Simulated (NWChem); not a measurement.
# IF (SMILES FI): CCSD/MIDI!

Aim: the vertical ionisation energy of IF at CCSD/MIDI!, from 2 runs. 

The calculation is run with NWChem 7.3.0.

4 further runs of the same task are left out: 4 set aside as unsound or not needed.

### 1 The structure to begin with

IF has 2 atoms, charge 0, and is taken as a singlet. As SMILES, `FI`. Geometry: the measured bond length.

Bond lengths: F1–I2 1.910 Å.

### 2 The energy at CCSD/MIDI!

Contents of job.nw:

```
start job
memory stack 880 mb heap 220 mb global 1100 mb

geometry noautosym nocenter noautoz
 F      0.000000     0.000000     0.000000
 I      0.000000     0.000000     1.909759
end

basis spherical bse
 * library "MIDI!"
end

scf
 singlet
 rhf
 thresh 1e-08
 maxiter 80
 noprint "final vectors analysis"
end

ccsd
 freeze core 19
 maxiter 60
end

task ccsd energy
```

Run with:

```sh
$ nwchem job.nw > job.out
```

Output:

```text
[...]
  functions       =    50
[...]
  wavefunction    = RHF
[...]
         Total SCF energy =  -6986.259852213973
      One-electron energy =  -9876.074584354585
      Two-electron energy =   2757.642270708119
 Nuclear repulsion energy =    132.172461432493
        Time for solution =      3.9s
[...]
 Total MP2 energy:          -6986.551565038744229
[...]
             energy      energy      error      ampl     ampl      Block
                                                time     time      time
[...]
 Total CCSD energy:          -6986.564132186274946
[...]
```

Run time: 19 s. Hardware: 1 thread of Intel Xeon Platinum 8488C (Sapphire Rapids), shared host; peak memory 0.12 GiB.

### 3 The doublet cation

Contents of a.nw:

```
start a
memory 2200 mb
charge 1

geometry units atomic noautosym nocenter noautoz
  F   0.00000000  0.00000000  0.00000000
  I   0.00000000  0.00000000  3.60892147
end

basis spherical bse
  * library "MIDI!"
end

scf
  doublet
  uhf
  thresh 1e-08
  maxiter 80
  noprint "final vectors analysis"
end

tce
  scf
  ccsd
  freeze core 19
  maxiter 60
end

task tce energy
```

Run with:

```sh
$ nwchem a.nw > a.out
```

Output:

```text
[...]
  functions       =    50
[...]
  wavefunction    = UHF
[...]
         Total SCF energy =  -6985.901719905363
      One electron energy =  -9855.422356872681
      Two electron energy =   2737.348184902297
 Nuclear repulsion energy =    132.172452065021
                       Sz =      0.5000
                 Sz(Sz+1) =      0.7500
                      S^2 =      0.7591
[...]
         Wavefunction type : Unrestricted Hartree-Fock
          No. of electrons :    61
[...]
         Spin multiplicity : doublet
[...]
 CCSD total energy / hartree       =     -6986.200419397192491
[...]
```

Wall time 10 s (1 thread of Intel Xeon Platinum 8488C (Sapphire Rapids), shared host); peak memory 0.16 GiB.

### 4 Results

At CCSD/MIDI!, 19 core orbitals frozen:

| quantity | value |
| --- | --- |
| singlet IF: total energy | -6986.56413 Eh |
| singlet IF: correlation energy (19 core orbitals frozen) | -304.3 mEh |
| doublet cation: total energy | -6986.20042 Eh |
| doublet cation: correlation energy (19 core orbitals frozen) | -298.7 mEh |
| doublet cation: ⟨S²⟩ of the reference determinant | 0.759 |
| vertical ionisation energy (to the doublet cation) | 9.897 eV |

In words: Removing an electron at fixed nuclei costs 9.90 eV (955 kJ/mol).
